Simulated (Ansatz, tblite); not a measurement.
# AsH2(SiMe3) (C₃H₁₁AsSi): a ladder of methods and basis sets

One table from this session's results is given with a row withheld; the runs are named, their logs left out.

The runs use Ansatz 0.2.0, Gaussian basis; as each input shows.

Levels to be run: GFN1-xTB, GFN2-xTB, PBE-D4/def2-TZVP, r2SCAN-D4/def2-TZVP, BHLYP-D4/def2-TZVP, CAM-B3LYP-D4/def2-TZVP, HSE06-D4/def2-TZVP, PBE-D4/def2-SVP, PBE0-D4/def2-SVP, PBE0-D4/def2-TZVPD, PBE-D4/def2-TZVPD, BHLYP-D4/def2-TZVPD, CCSD(T)/def2-SVP, MP2/def2-TZVP, RPA/def2-TZVP.

2 further runs of the same task are left out: 2 set aside as unsound or not needed.

### The structure

The geometry is that of the singlet, from an earlier relaxation (PBE-D4/def2-SVP).

16 atoms, charge 0, spin multiplicity 1.

Bond lengths: As1–H2 1.543 Å, As1–H3 1.543 Å, As1–Si4 2.402 Å, Si4–C5 1.894 Å, Si4–C6 1.894 Å, Si4–C7 1.894 Å, C5–H8 1.111 Å, C5–H9 1.109 Å, C5–H10 1.109 Å, C6–H11 1.109 Å, C6–H12 1.109 Å, C6–H13 1.111 Å, C7–H14 1.109 Å, C7–H15 1.109 Å, C7–H16 1.111 Å. Angles: H2–As1–H3 91.3°, H2–As1–Si4 91.3°, H3–As1–Si4 91.7°, As1–Si4–C5 107.3°, As1–Si4–C6 107.5°, As1–Si4–C7 111.9°, C5–Si4–C6 110.0°, C5–Si4–C7 110.0°, C6–Si4–C7 110.0°, Si4–C5–H8 110.5°, Si4–C5–H9 111.3°, Si4–C5–H10 111.3°, H8–C5–H9 107.9°, H8–C5–H10 107.8°, H9–C5–H10 107.9°, Si4–C6–H11 111.3°, Si4–C6–H12 111.4°, Si4–C6–H13 110.5° and more.

PBE0-D4/def2-TZVP was run before; its log isn't repeated, and its numbers join the tables.

The first run:

Tight binding, by tblite at 300 K electronic temperature and without a spin-polarisation term:

```python
tblite.interface.Calculator('GFN1-xTB', numbers, positions, charge=0, uhf=0).singlepoint()
```

Tight binding, by tblite at 300 K electronic temperature and without a spin-polarisation term:

```python
tblite.interface.Calculator('GFN2-xTB', numbers, positions, charge=0, uhf=0).singlepoint()
```

start.molden holds the orbitals of an earlier run on this state, given as this run's starting guess.

Input file in.yaml:

```yaml
crystal:
  periodic: [false, false, false]
  atoms:
    - {symbol: As, position_ang: [1.055505, 1.779412, 1.374264]}
    - {symbol: H, position_ang: [2.273447, 1.772376, 0.426864]}
    - {symbol: H, position_ang: [0.353632, 2.855706, 0.520263]}
    - {symbol: Si, position_ang: [0.009282, 0.008985, 0.132281]}
    - {symbol: C, position_ang: [0.936608, -1.591055, 0.543379]}
    - {symbol: C, position_ang: [-1.788136, -0.113745, 0.717774]}
    - {symbol: C, position_ang: [0.061504, 0.328247, -1.733517]}
    - {symbol: H, position_ang: [0.468136, -2.455762, 0.027415]}
    - {symbol: H, position_ang: [0.922581, -1.796576, 1.633161]}
    - {symbol: H, position_ang: [1.996297, -1.537708, 0.219918]}
    - {symbol: H, position_ang: [-1.843954, -0.306829, 1.808446]}
    - {symbol: H, position_ang: [-2.346426, 0.821660, 0.508409]}
    - {symbol: H, position_ang: [-2.311088, -0.943850, 0.197243]}
    - {symbol: H, position_ang: [-0.472952, 1.264343, -1.993931]}
    - {symbol: H, position_ang: [1.105696, 0.420962, -2.094952]}
    - {symbol: H, position_ang: [-0.420123, -0.506166, -2.287025]}
basis:
  gaussian: {orbitals: def2-TZVP, initial_orbitals: start.molden}
hamiltonian: {xc: pbe, dispersion: d4}
scf: {omitted_lower_state_checks: [starts]}
output: {orbitals: {seedname: orbitals}}
```

Launch:

```sh
ansatz run in.yaml --threads 2 --pin off --events-out ev --progress --plain --max-ram 31744MiB --backend cpu
```

Steps of the session up to this table: PBE-D4/def2-TZVP; r2SCAN-D4/def2-TZVP; BHLYP-D4/def2-TZVP; CAM-B3LYP-D4/def2-TZVP; HSE06-D4/def2-TZVP; PBE-D4/def2-SVP; PBE0-D4/def2-SVP; PBE0-D4/def2-TZVPD; PBE-D4/def2-TZVPD; BHLYP-D4/def2-TZVPD; CCSD(T)/def2-SVP; MP2/def2-TZVP; RPA/def2-TZVP.

One table of the session follows, with a row left open; its other results are not shown here.

| method | binding an atom (eV) |
| --- | --- |
| HF/def2-SVP | 2.761 |
| HF/def2-TZVP | 2.738 |
| PBE-D4/def2-SVP | ? |
| PBE-D4/def2-TZVP | 3.694 |
| PBE-D4/def2-TZVPD | 3.696 |
| r2SCAN-D4/def2-TZVP | 3.666 |
| PBE0-D4/def2-SVP | 3.675 |
| PBE0-D4/def2-TZVP | 3.661 |
| PBE0-D4/def2-TZVPD | 3.663 |
| HSE06-D4/def2-TZVP | 3.662 |
| BHLYP-D4/def2-TZVP | 3.598 |
| BHLYP-D4/def2-TZVPD | 3.599 |
| CAM-B3LYP-D4/def2-TZVP | 3.672 |
| MP2/def2-SVP | 3.458 |
| MP2/def2-TZVP | 3.521 |
| CCSD/def2-SVP | 3.439 |
| CCSD(T)/def2-SVP | 3.469 |

Estimate the missing values for PBE-D4/def2-SVP.

The run gave: binding an atom (eV): 3.704. In the column «binding an atom (eV)» it is the highest.

Some runs used a GPU and others CPU threads alone, so the times don't compare the methods' cost.

Caveats from the session: Free atoms were run apart at each level; binding is atoms less cluster, divided by the number of atoms, without zero-point or spin-orbit terms. The yardstick is in a double-zeta basis, so levels in larger sets aren't compared like for like.
